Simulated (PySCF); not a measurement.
# CH4BBr: the cost of one run

The runs use PySCF 2.14.0, with density-fitted response routines of our own; the level of theory stands in each step. All values are computed, except where a source is named. Atoms count from 0, in the outputs and in this text.

### 1 The starting structure

7 atoms, charge 0, multiplicity 1; geometry from: GFN2-xTB. The atoms were then displaced at random by about 0.01 Å, so the start is not that level's minimum.

Bonds of the start (Å): C0–B1 1.55, B1–Br2 1.85, C0–H3 1.09, C0–H4 1.12, C0–H5 1.06, B1–H6 1.18.

### 2 Optimising the geometry at PBE0-D3(BJ)/def2-SVP

Job settings and geometry (Å):

```
{"job": {"xc": "PBE0", "basis": "def2-SVP", "d3": "d3bj", "grid": 1, "shake": 0.01, "kind": "geom"}, "charge": 0, "multiplicity": 1}
C     -0.680610    -0.194250     0.076660
B      0.764460     0.343460    -0.097330
Br     2.180270    -0.845160    -0.198240
H     -1.120950     0.248730     0.970770
H     -1.332130     0.173300    -0.759390
H     -0.798550    -1.247140     0.121350
H      1.021460     1.491960    -0.163760
```

Command:

```console
> OMP_NUM_THREADS=1 python probes_run.py task.json out
```

The driver reads the jobs from task.json and runs them one after another.

Q: Estimate the wall time and peak memory of this first job on 1 thread of Arm Neoverse N1, shared host.

About 17 s, with a peak of 0.33 GiB.
